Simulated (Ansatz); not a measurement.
# CaBr (SMILES [Ca][Br]): levels of theory compared

We compute a comparison of 4 runs (UHF/STO-3G, UB3LYP/STO-3G, UBHLYP/STO-3G, UMP2/STO-3G) of CaBr. 

The calculation is run with Ansatz 0.2.0.

42 further runs of the same task are left out: 11 that didn't finish, 31 set aside as unsound or not needed.

## Step 1: The structure to begin with

CaBr has 2 atoms, charge 0, and is taken as a doublet. As SMILES, `[Ca][Br]`. The Br2–Ca1 distance was set to 3.244 Å, away from the relaxed value.

Bond lengths: Ca1–Br2 3.244 Å.

## Step 2: A single-point energy at UHF/STO-3G (run 1)

in.yaml

```yaml
basis:
  gaussian:
    orbitals: STO-3G
crystal:
  periodic: [false, false, false]
  atoms:
    - {symbol: Ca, position_ang: [0.000000, -0.000000, -0.630360]}
    - {symbol: Br, position_ang: [-0.000000, 0.000000, 2.614140]}
magnetization:
  spin_polarized: true
  initial_magnetization: 1
hamiltonian:
  xc: hf
accuracy: high
```

On the command line:

```sh
$ ansatz run in.yaml --threads 1 --pin off --max-ram 3480MiB --events-out events.jsonl --progress --plain --runs-dir runs
```

The log of the run:

```text
Warning: RAYON_NUM_THREADS=1 ignored (pool sized by the plan → 1); use --threads N
Functional definition: HF
  name "HF"
  exchange = exact_x
  correlation = 0
478 factors; integrals over basis functions are off by at most 5.4e-9 eV
mean field evaluation 1: about -87474.1670 eV, gradient 6.2e0 eV
mean field evaluation 2: about -87474.2450 eV, gradient 6.4e0 eV
mean field evaluation 4: about -87475.5057 eV, gradient 8.2e-1 eV
mean field evaluation 8: about -87475.5559 eV, gradient 1.7e-1 eV
mean field evaluation 16: about -87475.5577 eV, gradient 4.4e-7 eV
mean field evaluation 32: about -87455.9772 eV, gradient 1.5e1 eV
mean field -87475.55768742 eV, -3214.6674519500 hartree, gradient 2.3e-8 eV, S^2 0.794536; 2 other end points of the search recorded, 0 dependent functions left out
reference -87475.55768742 eV, -3214.6674519500 hartree; 28, 27 occupied and 3, 4 virtual orbitals, 478 factors
Total energy: -87475.55768742 eV, -3214.6674519500 hartree
```

Run time: 0.46 s. Hardware: 1 thread of Arm Neoverse V2, shared host; peak memory 0.096 GiB.

## Step 3: The energy at UB3LYP/STO-3G (run 2)

run.yaml

```yaml
crystal:
  periodic: [false, false, false]
  atoms:
    - {symbol: Ca, position_ang: [0.000000, -0.000000, -0.630360]}
    - {symbol: Br, position_ang: [-0.000000, 0.000000, 2.614140]}
basis:
  gaussian: {orbitals: STO-3G}
magnetization: {spin_polarized: true, initial_magnetization: 1}
accuracy: high
hamiltonian: {xc: {name: B3LYP}}
```

On the command line:

```sh
$ ansatz run run.yaml --threads 1 --pin off --max-ram 3480MiB --events-out events.jsonl --progress --plain --runs-dir runs
```

The log of the run:

```text
Warning: RAYON_NUM_THREADS=1 ignored (pool sized by the plan → 1); use --threads N
Functional definition: B3LYP
  name "B3LYP"
  parameter a0 = 0.2
  parameter ax = 0.72
  parameter ac = 0.81
  exchange = (1 - a0 - ax)*slater_x + ax*b88_x + a0*exact_x
  correlation = (1 - ac)*vwn_rpa_c + ac*lyp_c
478 factors; integrals over basis functions are off by at most 5.4e-9 eV
mean field evaluation 1: about -87530.1035 eV, gradient 6.9e0 eV
mean field evaluation 2: about -87500.4563 eV, gradient 5.7e1 eV
mean field evaluation 4: about -87531.4094 eV, gradient 1.5e0 eV
mean field evaluation 8: about -87531.4923 eV, gradient 1.0e-1 eV
mean field evaluation 16: about -87531.4925 eV, gradient 2.5e-6 eV
mean field evaluation 32: about -87531.3595 eV, gradient 1.3e0 eV
mean field -87531.49251489 eV, -3216.7230189455 hartree, gradient 3.8e-8 eV, S^2 0.756539; 4 other end points of the search recorded, 0 dependent functions left out
reference -87531.49254193 eV, -3216.7230199395 hartree; 28, 27 occupied and 3, 4 virtual orbitals, 478 factors
Total energy: -87531.49254193 eV, -3216.7230199395 hartree
```

Wall time 5.1 s (1 thread of Arm Neoverse V2, shared host); peak memory 0.16 GiB.

Run 3 isn't shown in full; the table further down has it.

## Step 4: The energy at UMP2/STO-3G (run 4)

job.yaml

```yaml
crystal:
  periodic: [false, false, false]
  atoms:
    - {symbol: Ca, position_ang: [0.000000, -0.000000, -0.630360]}
    - {symbol: Br, position_ang: [-0.000000, 0.000000, 2.614140]}
basis:
  gaussian: {orbitals: STO-3G}
magnetization: {spin_polarized: true, initial_magnetization: 1}
correlation: {method: mp2, frozen_orbitals: {Br: 9, Ca: 5}}
accuracy: high
```

On the command line:

```sh
$ ansatz run job.yaml --threads 1 --pin off --max-ram 3480MiB --events-out events.jsonl --progress --plain --runs-dir runs
```

The log of the run, cut to the lines that bear on the results:

```text
Warning: RAYON_NUM_THREADS=1 ignored (pool sized by the plan → 1); use --threads N
[... 2 set-up lines as earlier in the session ...]
[...]
478 factors; integrals over basis functions are off by at most 5.4e-9 eV
[...]
mean field -87475.55768742 eV, -3214.6674519500 hartree, gradient 2.3e-8 eV, S^2 0.794536; 5 other end points of the search recorded, 0 dependent functions left out
14 core orbitals not correlated: weight in the atoms' cores, before any rotation towards them, 1.000 or more for the frozen orbitals, at most 0.000 for the correlated occupied ones
reference -87475.55768742 eV, -3214.6674519500 hartree; 14, 13 occupied and 3, 4 virtual orbitals, 478 factors
second order -0.40058961 eV of doubles, -0.00000000 eV of singles
Total energy: -87475.95827703 eV, -3214.6821733466 hartree
```

Run time: 0.72 s. Hardware: 1 thread of Arm Neoverse V2, shared host.

## Step 5: All runs side by side

| run | level | frozen core orbitals | energy (Eh) | ⟨S²⟩ | wall time |
| --- | --- | --- | --- | --- | --- |
| 1 | UHF/STO-3G | – | -3214.667452 | 0.795 | 0.46 s |
| 2 | UB3LYP/STO-3G | – | -3216.723020 | 0.757 | 5.1 s |
| 3 | UBHLYP/STO-3G | – | -3216.879831 | 0.766 | 3.6 s |
| 4 | UMP2/STO-3G | 14 | -3214.682173 | 0.795 | 0.72 s |

## Step 6: Summary of results

| quantity | value |
| --- | --- |
| run 4: total energy | -3214.68217 Eh |
| run 4: correlation energy (14 core orbitals frozen) | -14.7 mEh |
| run 4: ⟨S²⟩ of the reference determinant | 0.795 |

What this shows: Totals of different functionals can't be ranked against each other. In runs 1, 2, 3, 4 the basis is minimal, so the values are rough. All runs together took 9.9 s, the longest 5.1 s.
